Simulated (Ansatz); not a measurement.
## CH6OSn, SMILES C[O][SnH3]: a rigid scan of one bond length

Run with Ansatz 0.2.0 through its Python package.

Input file `ch6osn.xyz`:
```text
9

C    -0.49190    0.84430   -0.94460
O    -0.88830   -0.41070   -0.55450
Sn    0.37010   -0.94690    0.85410
H    -1.17020    1.22500   -1.75330
H     0.48890    0.90420   -1.39890
H    -0.62860    1.61850   -0.10960
H     2.05690   -0.91290    0.22700
H     0.06100   -2.55060    1.40730
H     0.29060    0.18270    2.25540
```

`ch6osn_scan.py`:
```python
"""Stretching a bond of CH6OSn, the rest held rigid."""

from dataclasses import dataclass

import ansatz as az
import numpy as np


@dataclass
class Options:
    basis_set: str = "def2-SVP"
    functional: str = "b3lyp"
    vdw: str = "d3bj"


opts = Options()


def main() -> None:
    geometry = az.Crystal.molecule_from_extxyz("ch6osn.xyz")

    symbols = [site.symbol for site in geometry.cartesian_sites]
    start = np.array([site.position_ang for site in geometry.cartesian_sites])
    axis = (start[5] - start[0]) / np.linalg.norm(start[5] - start[0])
    moving = [5]
    lengths, energies = [1.009, 1.055, 1.101, 1.147, 1.193, 1.239, 1.284, 1.353], []
    for length in lengths:
        xyz = start.copy()
        xyz[moving] += (length - np.linalg.norm(start[5] - start[0])) * axis
        point = az.Crystal.molecule()
        for symbol, place in zip(symbols, xyz):
            point = point.atom(symbol, place.tolist())
        job = (
            point.calculation()
            .basis(gaussian=opts.basis_set)
            .functional(opts.functional, dispersion=opts.vdw)
        )
        report = job.run(threads=1, backend="cpu").report
        energies.append(report["free_energy_ev"])
        print(f"r = {length:6.3f} A  E = {energies[-1]:.5f} eV  <S^2> = {abs(report['mean_field']['state']['spin_squared']):.3f}")

    # quartic fit about the minimum
    fit = np.polynomial.Polynomial.fit(lengths, np.array(energies) - min(energies), 4).convert()
    roots = [r.real for r in fit.deriv().roots() if abs(r.imag) < 1e-9 and fit.deriv(2)(r.real) > 0]
    r_e = min(roots, key=lambda r: abs(r - lengths[int(np.argmin(energies))]))
    print(f"minimum of the fit at {r_e:.4f} A, force constant {fit.deriv(2)(r_e):.2f} eV/A^2")


if __name__ == "__main__":
    main()
```

```console
$ python ch6osn_scan.py
r =  1.009 A  E = -9011.69782 eV  <S^2> = 0.000
r =  1.055 A  E = -9011.83984 eV  <S^2> = 0.000
r =  1.101 A  E = -9011.89240 eV  <S^2> = 0.000
r =  1.147 A  E = -9011.87661 eV  <S^2> = 0.000
r =  1.193 A  E = -9011.80912 eV  <S^2> = 0.000
r =  1.239 A  E = -9011.70302 eV  <S^2> = 0.000
r =  1.284 A  E = -9011.57185 eV  <S^2> = 0.000
r =  1.353 A  E = -9011.33579 eV  <S^2> = 0.000
minimum of the fit at 1.1118 A, force constant 30.41 eV/A^2
```

What to keep in mind:
- Total energies depend on the basis set; only differences at equal settings carry meaning.
- The rest of the molecule is held rigid at a force-field or estimated start geometry, and the basis set is modest; single-reference methods fail as a bond breaks.
- def2 sets replace the cores of elements past krypton by effective core potentials.
- b3lyp holds the VWN-RPA fit, as in Gaussian; the form of ORCA and Turbomole is b3lyp5.
- The orbitals are restricted, so S² is zero by construction.
- Hardware and time: 11 s on 1 thread of Intel(R) Xeon(R) 6975P-C (Granite Rapids) (shared host), peak memory 0.24 GiB.
